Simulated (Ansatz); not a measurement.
## CH6AlNS, SMILES [CH3][Al]([NH2])[SH]: a rigid scan of one bond length, step by step

Computed with the Python package of Ansatz (0.2.0).

The cells in order, each with its output:

**Cell 1**
```python
import ansatz as az
import matplotlib.pyplot as plt
import numpy as np
```

**Cell 2**
```python
BASIS_SET = 'def2-SVP'
XC = 'cam_b3lyp'

geometry = (
    az.Crystal.molecule()
    .atom('C', [-1.41217, 1.08616, 0.16952])
    .atom('Al', [0.26864, 0.06688, -0.09365])
    .atom('N', [0.55639, -1.62847, 0.36223])
    .atom('S', [1.98226, 1.07072, -1.05893])
    .atom('H', [-2.19103, 0.78091, -0.53527])
    .atom('H', [-1.25591, 2.16063, 0.02879])
    .atom('H', [-1.82195, 0.93923, 1.17239])
    .atom('H', [-0.15481, -2.20084, 0.79725])
    .atom('H', [1.39379, -2.1909, 0.27437])
    .atom('H', [2.63479, -0.08432, -1.11671])
)
```

**Cell 3**
```python
symbols = [site.symbol for site in geometry.cartesian_sites]
start = np.array([site.position_ang for site in geometry.cartesian_sites])
axis = (start[6] - start[0]) / np.linalg.norm(start[6] - start[0])
moving = [6]
lengths, energies = [0.962, 1.006, 1.05, 1.093, 1.137, 1.181, 1.224, 1.29], []
for length in lengths:
    xyz = start.copy()
    xyz[moving] += (length - np.linalg.norm(start[6] - start[0])) * axis
    point = az.Crystal.molecule()
    for symbol, place in zip(symbols, xyz):
        point = point.atom(symbol, place.tolist())
    calc = point.calculation().basis(gaussian=BASIS_SET).functional(XC)
    data = calc.run(threads=1).report
    energies.append(data['free_energy_ev'])
    print(f'r = {length:6.3f} A  E = {energies[-1]:.5f} eV  <S^2> = {abs(data["mean_field"]["state"]["spin_squared"]):.3f}')
```
Output:
```text
r =  0.962 A  E = -20050.71956 eV  <S^2> = 0.000
r =  1.006 A  E = -20050.96546 eV  <S^2> = 0.000
r =  1.050 A  E = -20051.10078 eV  <S^2> = 0.000
r =  1.093 A  E = -20051.14915 eV  <S^2> = 0.000
r =  1.137 A  E = -20051.13158 eV  <S^2> = 0.000
r =  1.181 A  E = -20051.06132 eV  <S^2> = 0.000
r =  1.224 A  E = -20050.95347 eV  <S^2> = 0.000
r =  1.290 A  E = -20050.73297 eV  <S^2> = 0.000
```

**Cell 4**
```python
fit = np.polynomial.Polynomial.fit(lengths, np.array(energies) - min(energies), 4).convert()
roots = [r.real for r in fit.deriv().roots() if abs(r.imag) < 1e-9 and fit.deriv(2)(r.real) > 0]
r_e = min(roots, key=lambda r: abs(r - lengths[int(np.argmin(energies))]))
print(f'minimum of the fit at {r_e:.4f} A, force constant {fit.deriv(2)(r_e):.2f} eV/A^2')
plt.figure(figsize=(4.5, 3))
plt.plot(lengths, np.array(energies) - min(energies), 'o-')
plt.xlabel('bond length (A)')
plt.ylabel('E - E(min) (eV)')
plt.tight_layout()
plt.savefig('scan.png', dpi=100)
```
Output:
```text
minimum of the fit at 1.1018 A, force constant 33.34 eV/A^2
```

What to keep in mind:
- Total energies depend on the basis set; only differences at equal settings carry meaning.
- The rest of the molecule is held rigid at a force-field or estimated start geometry, and the basis set is modest; single-reference methods fail as a bond breaks.
- The orbitals are restricted, so S² is zero by construction.
- The whole script took 29 s on 1 thread of Intel(R) Xeon(R) Platinum 8259CL CPU @ 2.50GHz (Skylake/Cascade Lake), with other jobs on the host, peak memory 0.32 GiB.
